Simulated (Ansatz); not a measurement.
# C2H8InNO2: the cost of one run

The runs use Ansatz 0.2.0, Gaussian basis; the settings change from run to run.

### Step 1. The molecule

The geometry comes from an earlier relaxation with PBE0-D4 in a triple-zeta def2 set; it is a stationary point, not always the lowest conformer. In takes a core potential in def2 sets; no spin-orbit term is included.

SMILES `C[O][In]([NH2])[O]C`, 14 atoms, charge 0, spin multiplicity 1.

Atoms are counted from 1 here; the program's logs count them from 0.

Bond lengths: C1–O2 1.407 Å, C1–H7 1.098 Å, C1–H8 1.096 Å, C1–H9 1.097 Å, O2–In3 1.971 Å, In3–N4 2.012 Å, In3–O5 1.984 Å, N4–H10 1.011 Å, N4–H11 1.011 Å, O5–C6 1.402 Å, C6–H12 1.099 Å, C6–H13 1.100 Å, C6–H14 1.096 Å. Angles: O2–C1–H7 111.5°, O2–C1–H8 108.5°, O2–C1–H9 113.5°, H7–C1–H8 107.7°, H7–C1–H9 107.6°, H8–C1–H9 107.8°, C1–O2–In3 121.5°, O2–In3–N4 122.9°, O2–In3–O5 112.5°, N4–In3–O5 124.1°, In3–N4–H10 114.7°, In3–N4–H11 114.9°, H10–N4–H11 108.7°, In3–O5–C6 122.3°, O5–C6–H12 113.1°, O5–C6–H13 112.8°, O5–C6–H14 108.6°, H12–C6–H13 107.6° and more.

Coordinates:

```mol
C2H8InNO2
  3D, bonds by distance, orders not assigned

 14 13  0  0  0  0  0  0  0  0999 V2000
   -0.9430   -1.6517    2.0575 C   0  0
   -0.8776   -1.8543    0.6670 O   0  0
   -0.1085   -0.4966   -0.5366 In  0  0
   -0.0562   -0.7133   -2.5365 N   0  0
    0.3599    1.1819    0.4123 O   0  0
    0.8612    2.3061   -0.2583 C   0  0
   -0.0241   -1.9858    2.5567 H   0  0
   -1.7736   -2.2443    2.4569 H   0  0
   -1.1114   -0.6049    2.3389 H   0  0
   -0.0116   -1.6714   -2.8563 H   0  0
    0.6660   -0.1826   -3.0040 H   0  0
    0.1950    2.6651   -1.0557 H   0  0
    1.8502    2.1296   -0.7059 H   0  0
    0.9737    3.1224    0.4640 H   0  0
  1  2  8  0
  2  3  8  0
  3  4  8  0
  3  5  8  0
  5  6  8  0
  1  7  8  0
  1  8  8  0
  1  9  8  0
  4 10  8  0
  4 11  8  0
  6 12  8  0
  6 13  8  0
  6 14  8  0
M  END
```

### Step 2. r2SCAN/def2-SVP

This run has charge +1, multiplicity 2, restricted open-shell orbitals, a grid of angular degree 23, the search for lower states set to light.

File in.yaml:

```yaml
crystal:
  periodic: [false, false, false]
  atoms:
    - {symbol: C, position_ang: [-0.942988, -1.651689, 2.057526]}
    - {symbol: O, position_ang: [-0.877605, -1.854329, 0.666967]}
    - {symbol: In, position_ang: [-0.108484, -0.496626, -0.536603]}
    - {symbol: N, position_ang: [-0.056178, -0.713337, -2.536536]}
    - {symbol: O, position_ang: [0.359894, 1.181899, 0.412322]}
    - {symbol: C, position_ang: [0.861215, 2.306068, -0.258289]}
    - {symbol: H, position_ang: [-0.024082, -1.985834, 2.556662]}
    - {symbol: H, position_ang: [-1.773602, -2.244282, 2.456914]}
    - {symbol: H, position_ang: [-1.111416, -0.604913, 2.338925]}
    - {symbol: H, position_ang: [-0.011647, -1.671371, -2.856293]}
    - {symbol: H, position_ang: [0.666002, -0.182616, -3.004022]}
    - {symbol: H, position_ang: [0.194954, 2.665126, -1.055692]}
    - {symbol: H, position_ang: [1.850192, 2.129563, -0.705886]}
    - {symbol: H, position_ang: [0.973726, 3.122370, 0.464006]}
basis:
  gaussian: {orbitals: def2-SVP, final_grid: {core_spheres: 8, valence_spheres: 7, degree: 23}}
total_charge: 1
magnetization: {spin_polarized: false, initial_magnetization: 1}
hamiltonian: {xc: {name: r2SCAN}}
scf: {lower_state_search: light}
```

Launch:

```
$ ansatz run in.yaml --threads 8 --pin off --events-out ev --progress --plain --max-ram 18278MiB
```

**Question.** How long does this run take on 8 threads of Arm Neoverse V1, shared host, and how much memory does it need?

About 14 s, with a peak of 0.39 GiB.
